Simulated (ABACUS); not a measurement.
Ba2Tl5V3O12, 22 atoms in the cell. The typed cell holds 22 atoms: a = 6.653 Å, b = 8.840 Å, c = 9.892 Å, α = 71.07°, β = 73.99°, γ = 70.69°. The cell was built by a generator and needn't be a form met in nature.

| Property | Result |
| --- | --- |
| Program | ABACUS 3.10.1 |
| Task | single point |
| Functional | PBE |
| Potentials or basis | PseudoDojo NC SR 0.4.1 PBE standard |
| Cutoff | 1143 eV |
| Density cutoff | 4572 eV |
| Basis | plane waves |
| k mesh | 5 × 4 × 3 |
| Occupations | fermi-dirac, width 0.05 eV |
| Spin | collinear spin, ferromagnetic start |
| Starting moments | [0.0, 0.0, 2.0, 2.0, 2.0, 0.0, 0.0, 0.0, 0.0, 0.0, 0.0, 0.0, 0.0, 0.0, 0.0, 0.0, 0.0, 0.0, 0.0, 0.0, 0.0, 0.0] μB |
| Radial cutoff of the potentials (pseudo_rcut) | 7 bohr |
| SCF threshold on the density | 1e-08 |
| Max SCF steps | 100 |
| Eigensolver | dav |
| Mixing | broyden |
| Mixing share | 0.4 |
| Symmetry key | 1 |

Potentials or basis: PseudoDojo NC SR 0.4.1 PBE standard, plane waves.

Launch:

```sh
$ OMP_NUM_THREADS=1 mpirun -np 8 abacus > log
```

Hardware: 8 MPI ranks on AMD EPYC 9R45 96-Core Processor (Zen 5), with other jobs on the host.

Problem. Estimate the wall time of this run.

Solution. Run time: 23 min on 8 MPI ranks on AMD EPYC 9R45 96-Core Processor (Zen 5), on a shared host, peak memory 19 GiB a rank. Counts: scf iterations 16, k points 31, bands 121, ranks 8.
